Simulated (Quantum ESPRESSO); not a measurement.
Runs of Quantum ESPRESSO 7.5 on TaAs. It takes space group I4_1md (No. 109, tetragonal). Conventional cell: a = 3.444 Å, b = 3.444 Å, c = 11.736 Å, α = 90.00°, β = 90.00°, γ = 90.00°. Ta (site symmetry 2mm) has 6 As at 2.61 to 2.62 Å as nearest neighbours. As (site symmetry 2mm) has 6 Ta at 2.61 to 2.62 Å as nearest neighbours. The cell is a database's computed one.

```tsv
task	level	potentials or basis	U	k mesh	cutoff (eV)	iterations	form of the LDA correlation	mixing beta	SCF threshold	k mesh for the Wannier functions	mesh quality	gap on the mesh (eV)	pressure (GPa)	largest force (eV/Å)
Wannier functions	LDA	JTH 2.0 LDA	-	8 × 8 × 8	490	0	PW92	0.5	8e-10 Ry	7 × 7 × 7	coarse	none	-7.7	0.02
band structure	r2SCAN	SG15 PBE 1.2	-	4 × 4 × 4	1020	-	-	0.5	1e-08 Ry	-	coarse	none	-4.2	0.01
single point	PBEsol+U	GBRV 1.5 PBEsol	Ta d U = 8 eV	11 × 11 × 11	762	-	-	0.3	8e-10 Ry	-	not flagged	none	(a)	0.13
single point	PBEsol+U	GBRV 1.5 PBEsol	Ta d U = 4 eV	11 × 11 × 11	762	-	-	0.3	8e-10 Ry	-	not flagged	none	(b)	0.02
```

Alike in all rows: no spin polarisation; cell as given; smearing fermi-dirac 0.05 eV.

Question: Fill in the values left out.

Answer: (a) 2.6; (b) -0.8.

Caveats: some runs use coarse meshes; U without spin polarisation on a metal has little footing (some runs); the U is typed as a test and isn't derived for this compound (some runs); the cutoff is low for these files, which shifts pressure and relaxed volume (some runs); the potentials were made for another functional, which shifts forces and pressure (some runs).

A k mesh can miss the band edges, and the runs leave out spin-orbit coupling on As, Ta.

A gap of «none» marks a metal or a gap under the smearing width.

Not every run made on this cell is shown here.
